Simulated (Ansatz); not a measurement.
# CH₄Cl₂NV: basis-set convergence

An exercise on one series of results from a longer session: the logs are not shown, and one member is left open.

Computed with Ansatz 0.2.0, Gaussian basis. Level: one geometry, several basis sets.

Levels to be run: PBE0-D4/def2-SVP; ωB97M-V/def2-SVP; PBE0-D4/def2-QZVPP; ωB97M-V/def2-QZVPP; the functionals' def2-TZVPP values are taken from earlier runs.

## Structure used throughout

The geometry comes from an earlier relaxation with PBE0-D4 in a triple-zeta def2 set; it is a stationary point, not always the lowest conformer.

SMILES `[CH3][V](=[NH])([Cl])[Cl]`, 9 atoms, charge 0, spin multiplicity 1.

Atoms are counted from 1 here; the program's logs count them from 0.

Bond lengths: C1–V2 1.993 Å, C1–H6 1.091 Å, C1–H7 1.094 Å, C1–H8 1.091 Å, V2–N3 1.594 Å, V2–Cl4 2.152 Å, V2–Cl5 2.152 Å, N3–H9 1.012 Å. Angles: V2–C1–H6 109.2°, V2–C1–H7 105.6°, V2–C1–H8 109.2°, H6–C1–H7 111.2°, H6–C1–H8 110.3°, H7–C1–H8 111.2°, C1–V2–N3 101.5°, C1–V2–Cl4 107.3°, C1–V2–Cl5 107.3°, N3–V2–Cl4 110.7°, N3–V2–Cl5 110.7°, Cl4–V2–Cl5 117.9°, V2–N3–H9 173.7°.

Set-up of the first run:

in.yaml

```yaml
crystal:
  periodic: [false, false, false]
  atoms:
    - {symbol: C, position_ang: [-1.232680, -0.087312, -0.276446]}
    - {symbol: V, position_ang: [0.746628, 0.137727, -0.222721]}
    - {symbol: N, position_ang: [1.058552, -0.158705, 1.312153]}
    - {symbol: Cl, position_ang: [1.597609, -1.386234, -1.481177]}
    - {symbol: Cl, position_ang: [1.169652, 2.192170, -0.702975]}
    - {symbol: H, position_ang: [-1.487041, -1.105311, 0.022485]}
    - {symbol: H, position_ang: [-1.521657, 0.103998, -1.314307]}
    - {symbol: H, position_ang: [-1.694956, 0.632478, 0.400729]}
    - {symbol: H, position_ang: [1.363884, -0.328801, 2.262270]}
basis:
  gaussian: {orbitals: def2-SVP}
hamiltonian: {xc: pbe0, dispersion: d4}
output: {orbitals: {seedname: orbitals}}
```

Command:

```bash
$ ansatz run in.yaml --threads 4 --pin off --events-out ev --progress --plain --max-ram 10444MiB
```

Among the steps run: PBE0-D4 in def2-SVP; ωB97M-V in def2-SVP; PBE0-D4 in def2-QZVPP; ωB97M-V in def2-QZVPP.

One of the session's tables, all rows but one given; the rest of the session is left out.

It belongs to the step «Functionals by basis». 

| functional | basis | HOMO (eV) | LUMO (eV) |
| --- | --- | --- | --- |
| PBE0-D4 | def2-SVP | -8.33 | -3.10 |
| PBE0-D4 | def2-TZVPP | -8.49 | -3.16 |
| PBE0-D4 | def2-QZVPP | ? | ? |
| ωB97M-V | def2-SVP | -10.48 | -0.74 |
| ωB97M-V | def2-TZVPP | -10.69 | -0.87 |
| ωB97M-V | def2-QZVPP | -10.72 | -0.90 |

**Question.** Estimate the row for PBE0-D4, def2-QZVPP.

**Answer.** HOMO (eV): -8.51; LUMO (eV): -3.19. In the column «HOMO (eV)» it lies between ωB97M-V, def2-SVP (-10.48) and PBE0-D4, def2-TZVPP (-8.49).
